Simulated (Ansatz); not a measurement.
**SiH2O2F (SMILES O[Si](O)F): UHF/3-21G**

What is the energy change on altering one bond length of SiH2O2F at UHF/3-21G? 

The results are computed with Ansatz 0.2.0.

38 further runs of the same task are left out: 38 set aside as unsound or not needed. Runs told in other sessions of the task aren't counted.

### 1 The structure to begin with

SiH2O2F: 6 atoms, total charge 0, spin state doublet. As SMILES, `O[Si](O)F`. The shape is that of a PBE0-D4/def2-TZVP optimisation. This is one conformer, not always the lowest.

Bond lengths: O1–Si2 1.630 Å, Si2–O3 1.639 Å, Si2–F4 1.594 Å, O1–H5 0.959 Å, O3–H6 0.959 Å. Angles: O1–Si2–O3 107.8°, O1–Si2–F4 105.4°, O3–Si2–F4 111.3°, Si2–O1–H5 117.1°, Si2–O3–H6 117.8°.

### 2 A single-point energy at UHF/3-21G

job.yaml

```yaml
crystal:
  periodic: [false, false, false]
  atoms:
    - {symbol: O, position_ang: [-0.887300, 1.032000, -0.626300]}
    - {symbol: Si, position_ang: [0.382900, 0.026200, -0.446500]}
    - {symbol: O, position_ang: [0.346300, -0.560700, 1.083400]}
    - {symbol: F, position_ang: [0.159400, -1.133900, -1.516300]}
    - {symbol: H, position_ang: [-1.051600, 1.658800, 0.081100]}
    - {symbol: H, position_ang: [1.092300, -1.086600, 1.378500]}
basis:
  gaussian: {orbitals: 3-21G.json}
magnetization: {spin_polarized: true, initial_magnetization: 1}
accuracy: high
hamiltonian: {xc: hf}
output: {orbitals: {seedname: orbitals}}
```

The basis set 3-21G is read from a file made from the Basis Set Exchange's data (not shown).

Command:

```console
$ ansatz run job.yaml --threads 1 --pin off --max-ram 3480MiB --events-out events.jsonl --progress --plain --runs-dir runs
```

Output:

```text
Warning: RAYON_NUM_THREADS=1 ignored (pool sized by the plan → 1); use --threads N
Functional definition: HF
  name "HF"
  exchange = exact_x
  correlation = 0
922 factors; integrals over basis functions are off by at most 7.2e-9 eV
mean field evaluation 1: about -14594.4867 eV, gradient 3.0e1 eV
mean field evaluation 2: about -14594.4939 eV, gradient 3.0e1 eV
mean field evaluation 4: about -14597.8138 eV, gradient 1.7e0 eV
mean field evaluation 8: about -14597.8539 eV, gradient 1.4e-3 eV
mean field -14597.85389854 eV, -536.4612359906 hartree, gradient 5.1e-8 eV, S^2 0.754217; 0 other end points of the search recorded, 0 dependent functions left out
reference -14597.85389854 eV, -536.4612359906 hartree; 21, 20 occupied and 23, 24 virtual orbitals, 922 factors
Total energy: -14597.85389854 eV, -536.4612359906 hartree
```

Run time: 0.95 s. Hardware: 1 thread of Arm Neoverse N1, shared host; peak memory 0.11 GiB.

### 3 The distorted shape, same level

job.yaml

```yaml
crystal:
  periodic: [false, false, false]
  atoms:
    - {symbol: O, position_ang: [-0.708496, 1.960100, 0.229558]}
    - {symbol: Si, position_ang: [0.561704, 0.954300, 0.409358]}
    - {symbol: O, position_ang: [0.525104, 0.367400, 1.939258]}
    - {symbol: F, position_ang: [0.159400, -1.133900, -1.516300]}
    - {symbol: H, position_ang: [-0.872796, 2.586900, 0.936958]}
    - {symbol: H, position_ang: [1.271104, -0.158500, 2.234358]}
basis:
  gaussian: {orbitals: 3-21G.json}
magnetization: {spin_polarized: true, initial_magnetization: 1}
accuracy: high
output: {orbitals: {seedname: orbitals}}
hamiltonian: {xc: hf}
```

The basis set 3-21G is read from a file made from the Basis Set Exchange's data (not shown).

Command:

```console
$ ansatz run job.yaml --threads 1 --pin off --max-ram 3480MiB --events-out events.jsonl --progress --plain --runs-dir runs
```

Output (excerpt; [...] marks lines left out):

```text
Warning: RAYON_NUM_THREADS=1 ignored (pool sized by the plan → 1); use --threads N
[... 2 set-up lines as earlier in the session ...]
[...]
871 factors; integrals over basis functions are off by at most 7.5e-9 eV
[...]
mean field -14594.97743610 eV, -536.3555279456 hartree, gradient 2.8e-8 eV, S^2 0.766714; 3 other end points of the search recorded, 0 dependent functions left out
reference -14594.97743610 eV, -536.3555279456 hartree; 21, 20 occupied and 23, 24 virtual orbitals, 871 factors
Total energy: -14594.97743610 eV, -536.3555279456 hartree
```

Wall time 4.2 s (1 thread of Arm Neoverse N1, shared host); peak memory 0.12 GiB.

### 4 Outcome

Level: UHF/3-21G.

| quantity | value |
| --- | --- |
| first shape: total energy | -536.46124 Eh |
| first shape: HOMO energy (highest over α and β) | -9.49 eV |
| first shape: LUMO energy (lowest over α and β) | 1.26 eV |
| first shape: ⟨S²⟩ | 0.754 |
| distorted shape: total energy | -536.35553 Eh |
| distorted shape: HOMO energy (highest over α and β) | -9.14 eV |
| distorted shape: LUMO energy (lowest over α and β) | 1.78 eV |
| distorted shape: ⟨S²⟩ | 0.767 |
| energy change with the Si2–F4 bond stretched from 1.594 to 2.869 Å | 2.876 eV |

What this shows: With the Si2–F4 bond stretched from 1.594 to 2.869 Å the energy rises by 2.88 eV (66 kcal/mol). The first shape isn't relaxed at this level, so the change isn't measured from a minimum.
